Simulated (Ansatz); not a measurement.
# Mo (bcc type): how the settings move a single-point run

How sensitive is a single-point run of Mo (bcc type) to its settings? A reference run comes first, then one run with altered input.

Computed with Ansatz 0.2.0 (reference: DFT, PBE, all-electron LAPW, scalar-relativistic, unless a step's input says otherwise).

### Step 1. The system as given

Symmetry: Im-3m, No. 229, cubic system. The conventional cell has a = 3.161 Å, b = 3.161 Å, c = 3.161 Å, α = 90.00°, β = 90.00°, γ = 90.00°. Mo (site symmetry m-3m) is surrounded by 8 Mo at 2.74 Å.

Structure file:

```cif
data_structure
_symmetry_space_group_name_H-M 'Im-3m'
_symmetry_Int_Tables_number 229
_cell_length_a 3.1607
_cell_length_b 3.1607
_cell_length_c 3.1607
_cell_angle_alpha 90.000
_cell_angle_beta 90.000
_cell_angle_gamma 90.000
_cell_volume 31.58
loop_
_atom_site_label
_atom_site_type_symbol
_atom_site_symmetry_multiplicity
_atom_site_Wyckoff_symbol
_atom_site_fract_x
_atom_site_fract_y
_atom_site_fract_z
_atom_site_occupancy
Mo1 Mo 2 a 0.00000 0.00000 0.00000 1
```

### Step 2. The reference run

input.yaml reads:

```yaml
crystal:
  lattice:
    - [3.1607300469, 0.0, 0.0]
    - [0.0, 3.1607300469, 0.0]
    - [0.0, 0.0, 3.1607300469]
  atoms:
    - { symbol: Mo, position: [0.0, 0.0, 0.0] }
    - { symbol: Mo, position: [0.5, 0.5, 0.5] }
kpoints:
  mp_grid: { grid: [12, 12, 12] }
scf:
  occupations: { method: fermi_dirac, width: 0.08 }
hamiltonian:
  xc: pbe
  pseudopotentials: { kind: all_electron, lapw: { basis_error: 0.001 } }
output:
  forces: true
  stress: true
  eigenvalues: true
```

Run with:

```sh
$ ansatz run input.yaml --threads 2 --pin off --max-ram 4096MiB --backend cpu --events-out ev --progress --plain --runs-dir out
```

### Step 3. Again, with mp_grid.shift [0.5, 0.5, 0.5]

Edit input.yaml of step 2 so:

```diff
@@ -9,3 +9,3 @@
 kpoints:
-  mp_grid: { grid: [12, 12, 12] }
+  mp_grid: { grid: [12, 12, 12], shift: [0.5, 0.5, 0.5] }
 scf:
```

**Question.** What will these runs give? Wanted: for each run, ending; energy change; pressure; gap; force.

As calculated:

| run | ending | energy change | pressure (GPa) | gap (eV) | force (eV/Å) | cycles | time |
| --- | --- | --- | --- | --- | --- | --- | --- |
| reference | converged | 0 | 0.1 | 0.00 | 0.00 | 7 | 7.5 s |
| 1: mp_grid.shift [0.5, 0.5, 0.5] | converged | +3.1 meV/atom | 0.1 | 0.00 | 0.00 | 8 | 5.7 s |

Residual by cycle in the longest SCF loop of each run; runs are numbered as in the table. The quantity is the density residual dr2, in eV.

| cycle | reference | run 1 |
| --- | --- | --- |
| 1 | 0.562 | 0.564 |
| 2 | 0.115 | 0.114 |
| 3 | 0.047 | 0.0467 |
| 4 | 0.00862 | 0.00852 |
| 5 | 6.0e-4 | 6.0e-4 |
| 6 | 1.3e-5 | 1.3e-5 |
| 7 | 6.7e-8 | 7.2e-8 |
| 8 | - | 2.0e-9 |

**Reading.** Changing the k-point mesh moves the energy by +3.1 meV/atom. Sampling errors of the energy have no fixed sign.
